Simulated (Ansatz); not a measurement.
# CoSi2: the cost of one run

Method: DFT PBEsol, scalar-relativistic, plane waves, PAW, in Ansatz 0.2.0.

The COD entry's cell or inner coordinates are ideal or old and differ from later refinements, so a difference from it is no clean test against experiment.

1 further run of the same task is left out (set aside as unsound or not needed).

### Step 1. The system as given

The structure is cubic, space group Fm-3m (No. 225). Conventional cell: a = 5.312 Å, b = 5.312 Å, c = 5.312 Å, α = 90.00°, β = 90.00°, γ = 90.00°. Around Co (site symmetry m-3m) lie 8 Si at 2.30 Å. Around Si (site symmetry -43m) lie 4 Co at 2.30 Å.

Coordinates:

```
Co Si
1.0
     0.00000    2.65624    2.65624
     2.65624    0.00000    2.65624
     2.65624    2.65624    0.00000
Co Si
1 2
Direct
  0.00000 0.00000 0.00000
  0.25000 0.25000 0.25000
  0.75000 0.75000 0.75000
```

It is the result of an earlier relaxation at this level (volume 12.49 Å³/atom; gap on the mesh: none (metal)).

### Step 2. Bands, states and charges

File input.yaml:

```yaml
crystal:
  lattice:
    - [0.0, 2.6562384335, 2.6562384335]
    - [2.6562384335, 0.0, 2.6562384335]
    - [2.6562384335, 2.6562384335, 0.0]
  atoms:
    - { symbol: Co, position: [0.0, 0.0, 0.0] }
    - { symbol: Si, position: [0.25, 0.25, 0.25] }
    - { symbol: Si, position: [0.75, 0.75, 0.75] }
basis:
  ecutwfc: 420
kpoints:
  mp_grid: { grid: [14, 14, 14] }
  band_path:
    path:
      - [[0.0, 0.0, 0.0], [0.5, 0.0, 0.5], [0.625, 0.25, 0.625]]
      - [[0.375, 0.375, 0.75], [0.0, 0.0, 0.0], [0.5, 0.5, 0.5], [0.5, 0.25, 0.75], [0.5, 0.0, 0.5]]
    npoints: 14
hamiltonian:
  xc: pbesol
scf:
  occupations: { method: gaussian, width: 0.1 }
  n_extra_bands: 7
output:
  forces: true
  stress: true
  eigenvalues: true
  populations: true
  dos: { projected: true, de: 0.02, nscf_kmesh: { grid: [21, 21, 21] } }
  bader: true
  write_density: true
  write_potential: true
  elf: true
  volumetric_format: npy
```

Started as:

```bash
ansatz run input.yaml --threads 1 --pin off --max-ram 2560MiB --backend cpu --events-out ev --progress --plain --runs-dir out
```

**Question.** How long does this run take on 1 thread of Arm Neoverse V2, shared host, and how much memory does it need?

About 45 s, with a peak of 0.37 GiB.
